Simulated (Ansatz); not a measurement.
**CH6B2OS: one species, many methods**

One table from this session's results is given with a row withheld; the runs are named, their logs left out.

Method: functionals in def2-TZVPP, the program's frozen cores in correlated methods; program: Ansatz 0.2.0, Gaussian basis.

Plan: PBE-D4, r2SCAN-D4, PBE0-D4, B3LYP-D4, ωB97X-V, ωB97M-V, B2PLYP; CCSD(T)/def2-TZVPP; MP2/def2-QZVPP; extrapolation to the limit.

## The relaxed structure

All runs share one geometry, relaxed beforehand with PBE0-D4 in a triple-zeta def2 set.

SMILES `BCSBO`, 11 atoms, charge 0, spin multiplicity 1.

Atoms are counted from 1 here; the program's logs count them from 0.

Bond lengths: B1–C2 1.549 Å, B1–H6 1.194 Å, B1–H7 1.199 Å, C2–S3 1.848 Å, C2–H8 1.088 Å, C2–H9 1.087 Å, S3–B4 1.836 Å, B4–O5 1.339 Å, B4–H10 1.193 Å, O5–H11 0.965 Å. Angles: C2–B1–H6 119.7°, C2–B1–H7 120.0°, H6–B1–H7 120.0°, B1–C2–S3 77.7°, B1–C2–H8 123.3°, B1–C2–H9 119.5°, S3–C2–H8 110.8°, S3–C2–H9 106.7°, H8–C2–H9 111.4°, C2–S3–B4 103.8°, S3–B4–O5 125.1°, S3–B4–H10 115.2°, O5–B4–H10 119.6°, B4–O5–H11 114.3°.

The first run:

in.yaml

```yaml
crystal:
  periodic: [false, false, false]
  atoms:
    - {symbol: B, position_ang: [-0.906730, 0.586774, 0.917967]}
    - {symbol: C, position_ang: [-0.019645, -0.661463, 1.149195]}
    - {symbol: S, position_ang: [1.173501, 0.536029, 0.402225]}
    - {symbol: B, position_ang: [0.986853, 0.269505, -1.405065]}
    - {symbol: O, position_ang: [0.027214, -0.466504, -1.980906]}
    - {symbol: H, position_ang: [-1.030295, 1.393304, 1.789469]}
    - {symbol: H, position_ang: [-1.559746, 0.680613, -0.083158]}
    - {symbol: H, position_ang: [-0.089997, -1.563286, 0.545229]}
    - {symbol: H, position_ang: [0.343637, -0.881243, 2.149524]}
    - {symbol: H, position_ang: [1.812296, 0.797669, -2.084939]}
    - {symbol: H, position_ang: [-0.671687, -0.748497, -1.378942]}
basis:
  gaussian: {orbitals: def2-TZVPP}
hamiltonian: {xc: pbe, dispersion: d4}
output: {forces: true, orbitals: {seedname: orbitals}}
```

Run with:

```bash
$ ansatz run in.yaml --threads 4 --pin off --events-out ev --progress --plain --max-ram 10444MiB
```

Among the steps run: PBE-D4 (GGA); r2SCAN-D4 (meta-GGA); PBE0-D4 (hybrid); B3LYP-D4 (hybrid); ωB97X-V (range-separated); ωB97M-V (range-separated); B2PLYP (double hybrid); CCSD(T) in def2-TZVPP; MP2 in def2-QZVPP.

One table of the session follows, with a row left open; its other results are not shown here.

```
            method  atomisation energy (kJ/mol)
            PBE-D4                       4246.6
         r2SCAN-D4                       4192.1
           PBE0-D4                       4178.2
          B3LYP-D4                       4153.3
           ωB97X-V                       4157.6
           ωB97M-V                       4178.3
            B2PLYP                       4110.9
     HF/def2-TZVPP                       3095.8
    MP2/def2-TZVPP                       4126.3
   CCSD/def2-TZVPP                       3973.6
CCSD(T)/def2-TZVPP                            ?
           MP2/CBS                       4223.7
       CCSD(T)/CBS                       4136.1
```

Estimate the missing values for CCSD(T)/def2-TZVPP.

The run gave: atomisation energy (kJ/mol): 4038.7. In the column «atomisation energy (kJ/mol)» it lies between CCSD/def2-TZVPP (3973.6) and B2PLYP (4110.9).
